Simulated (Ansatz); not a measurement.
# WNH2+ (triplet): wave-function methods side by side, def2-SVP

The task here is to estimate one member of a computed series from the others.

Method: def2-SVP, core rule «outside noble gas», up to 5 orbitals frozen; program: Ansatz 0.2.0, Gaussian basis.

Plan: UHF; CCSD(T) on ROHF; CCSD(T) on UHF; CISD; CCSDT(Q) on ROHF; CCSDT(Q) on UHF.

20 further runs of the same task are left out: 7 for a known fault of the program, 3 that didn't finish, 10 set aside as unsound or not needed.

### The geometry

The geometry is a PBE0/def2-TZVP stationary point (not a proven minimum) of the parent state, kept for this charge and spin. No spin-orbit coupling is included. Elements past krypton take def2 core potentials.

4 atoms, charge 1, spin multiplicity 3.

Atoms are counted from 1 here; the program's logs count them from 0.

Bond lengths: W1–N2 1.857 Å, N2–H3 1.019 Å, N2–H4 1.019 Å. Angles: W1–N2–H3 124.3°, W1–N2–H4 124.3°, H3–N2–H4 111.5°.

Set-up of the first run:

Input file in.yaml:

```yaml
crystal:
  periodic: [false, false, false]
  atoms:
    - {symbol: W, position_ang: [0.000000, 0.000000, 0.154659]}
    - {symbol: N, position_ang: [0.000000, 0.000000, -1.702344]}
    - {symbol: H, position_ang: [0.000000, 0.842554, -2.276045]}
    - {symbol: H, position_ang: [0.000000, -0.842554, -2.276045]}
basis:
  gaussian: {orbitals: def2-SVP}
total_charge: 1
magnetization: {spin_polarized: true, initial_magnetization: 2}
hamiltonian: {xc: hf}
output: {orbitals: {seedname: orbitals}}
```

Started as:

```
> ansatz run in.yaml --threads 1 --pin off --events-out ev --progress --plain --max-ram 2393MiB
```

Steps of the session up to this table: UHF; CCSD(T) on ROHF; CCSD(T) on UHF; CISD; CCSDT(Q) on ROHF; CCSDT(Q) on UHF.

One table of the session follows, with a row left open; its other results are not shown here.

```
   method  from RCCSDT(Q) (kJ/mol)
      UHF                   +733.7
     RMP2                   +120.9
     UMP2                    +49.5
    RCCSD                    +58.3
    UCCSD                    -32.2
 RCCSD(T)                    +13.7
 UCCSD(T)                    -90.8
   RCCSDT                     +2.6
   UCCSDT                        ?
RCCSDT(Q)                        0
UCCSDT(Q)                   -110.6
```

**Question.** Estimate the row for UCCSDT.

**Answer.** from RCCSDT(Q) (kJ/mol): -106.6. In the column «from RCCSDT(Q) (kJ/mol)» it lies between UCCSDT(Q) (-110.6) and UCCSD(T) (-90.8).

Not comparable, so not listed: CISD (they don't share determinant, frozen orbitals or solution with the rows shown, or repeat one).

Left out of the table: ROHF (another determinant or state than the rows shown).

Limits of these values: The determinant is far from a pure spin state, so its energy mixes those of several spin states (harmless only where they are near-degenerate, as at dissociation). The program flags UCCSD(T), UCCSDT(Q) as in doubt, so those rows may rest on another solution; read them beside their warnings. Warnings: spin contamination; coupled cluster took another determinant than the lowest; large T1 diagnostic. Restricted and unrestricted rows rest on different reference determinants; where their highest levels disagree by more than a few hundredths of an eV, they describe different states and don't form one ladder.
